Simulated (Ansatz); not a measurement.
# SnHCl3O (SMILES [OH][Sn]([Cl])([Cl])[Cl]) at HSE06/def2-SVP (core potential)

What is the electronic atomisation energy of SnHCl3O at HSE06/def2-SVP (core potential)? 

The calculation is run with Ansatz 0.2.0.

80 further runs of the same task are left out: 6 that didn't finish, 74 set aside as unsound or not needed.

## (1) Starting point

SnHCl3O has 6 atoms, charge 0, and is taken as a singlet. As SMILES, `[OH][Sn]([Cl])([Cl])[Cl]`. The shape is that of a PBE0-D4/def2-TZVP optimisation.

Bond lengths: O1–Sn2 1.932 Å, Sn2–Cl3 2.281 Å, Sn2–Cl4 2.296 Å, Sn2–Cl5 2.296 Å, O1–H6 0.962 Å. Angles: O1–Sn2–Cl3 106.3°, O1–Sn2–Cl4 110.7°, O1–Sn2–Cl5 110.6°, Cl3–Sn2–Cl4 110.5°, Cl3–Sn2–Cl5 110.6°, Cl4–Sn2–Cl5 108.2°, Sn2–O1–H6 113.2°.

## (2) The energy at HSE06/def2-SVP (core potential)

molecule.yaml

```yaml
crystal:
  periodic: [false, false, false]
  atoms:
    - {symbol: O, position_ang: [-0.674300, 0.477500, 1.363600]}
    - {symbol: Sn, position_ang: [0.251900, -0.201000, -0.189900]}
    - {symbol: Cl, position_ang: [1.931200, -1.529700, 0.595300]}
    - {symbol: Cl, position_ang: [-1.175400, -1.411300, -1.519500]}
    - {symbol: Cl, position_ang: [1.105000, 1.525900, -1.439200]}
    - {symbol: H, position_ang: [-1.396100, 1.074500, 1.143600]}
basis:
  gaussian: {orbitals: def2-SVP}
output: {orbitals: {seedname: orbitals}}
accuracy: high
hamiltonian: {xc: {name: HSE06}}
```

The run is started by

```sh
$ ansatz run molecule.yaml --threads 1 --pin off --max-ram 3480MiB --events-out events.jsonl --progress --plain --runs-dir runs
```

The program printed:

```text
Warning: RAYON_NUM_THREADS=1 ignored (pool sized by the plan → 1); use --threads N
Functional definition: HSE06
  name "HSE06"
  parameter a = 0.25
  parameter omega = 0.11/bohr
  exchange = pbe_x - a*pbe_x_sr(omega) + a*exact_x_sr(omega)
  correlation = pbe_c
2082 factors; integrals over basis functions are off by at most 3.4e-9 eV
100 factors; integrals over basis functions are off by at most 1.0e-9 eV
mean field evaluation 1: about -45432.7085 eV, gradient 5.2e1 eV
mean field evaluation 2: about -45405.8148 eV, gradient 1.2e2 eV
mean field evaluation 4: about -45437.7138 eV, gradient 7.8e0 eV
mean field evaluation 8: about -45438.0020 eV, gradient 3.2e-1 eV
mean field evaluation 16: about -45438.0022 eV, gradient 3.3e-5 eV
mean field -45438.00218656 eV, -1669.8157813719 hartree, gradient 2.2e-8 eV, S^2 0.000000; 0 other end points of the search recorded, 0 dependent functions left out
reference -45438.00219012 eV, -1669.8157815028 hartree; 41, 41 occupied and 58, 58 virtual orbitals, 2082 factors
Total energy: -45438.00219012 eV, -1669.8157815028 hartree
```

It took 14 s on 1 thread of Arm Neoverse V1, shared host; peak memory 0.42 GiB.

## (3) The Cl atom, same level

input.yaml

```yaml
crystal:
  periodic: [false, false, false]
  atoms:
    - {symbol: Cl, position_ang: [0.000000, 0.000000, 0.000000]}
basis:
  gaussian: {orbitals: def2-SVP}
magnetization: {spin_polarized: true, initial_magnetization: 1}
hamiltonian: {xc: hse06}
accuracy: high
```

Run the same way, it converges to -459.83072 Eh (log not shown).

## (4) The H atom at the same level

job.yaml

```yaml
basis:
  gaussian:
    orbitals: def2-SVP
crystal:
  periodic: [false, false, false]
  atoms:
    - {symbol: H, position_ang: [0.000000, 0.000000, 0.000000]}
magnetization:
  spin_polarized: true
  initial_magnetization: 1
hamiltonian:
  xc: hse06
accuracy: high
```

Run the same way, it converges to -0.50000 Eh (log not shown).

## (5) The O atom at the same level

molecule.yaml

```yaml
crystal:
  periodic: [false, false, false]
  atoms:
    - {symbol: O, position_ang: [0.000000, 0.000000, 0.000000]}
basis:
  gaussian:
    orbitals: def2-SVP
accuracy: high
hamiltonian:
  xc: hse06
magnetization:
  spin_polarized: true
  initial_magnetization: 2
```

Run the same way, it converges to -74.92159 Eh (log not shown).

## (6) The Sn atom

job.yaml

```yaml
basis:
  gaussian:
    orbitals: def2-SVP
crystal:
  periodic: [false, false, false]
  atoms:
    - symbol: Sn
      position_ang: [0.000000, 0.000000, 0.000000]
hamiltonian:
  xc: hse06
accuracy: high
magnetization:
  spin_polarized: true
  initial_magnetization: 2
```

Run the same way, it converges to -214.25312 Eh (log not shown).

## (7) Results

At HSE06/def2-SVP (core potential):

```
                     quantity           value
       molecule: total energy  -1669.81578 Eh
        molecule: HOMO energy        -9.03 eV
        molecule: LUMO energy        -3.02 eV
      molecule: HOMO–LUMO gap         6.00 eV
        Cl atom: total energy   -459.83072 Eh
                Cl atom: ⟨S²⟩           0.752
         H atom: total energy     -0.50000 Eh
                 H atom: ⟨S²⟩           0.750
         O atom: total energy    -74.92159 Eh
                 O atom: ⟨S²⟩           2.002
        Sn atom: total energy   -214.25312 Eh
                Sn atom: ⟨S²⟩           2.003
electronic atomisation energy       17.658 eV
```

Taking the molecule apart into free atoms costs 17.66 eV (1704 kJ/mol), before zero-point energy and without spin-orbit coupling.
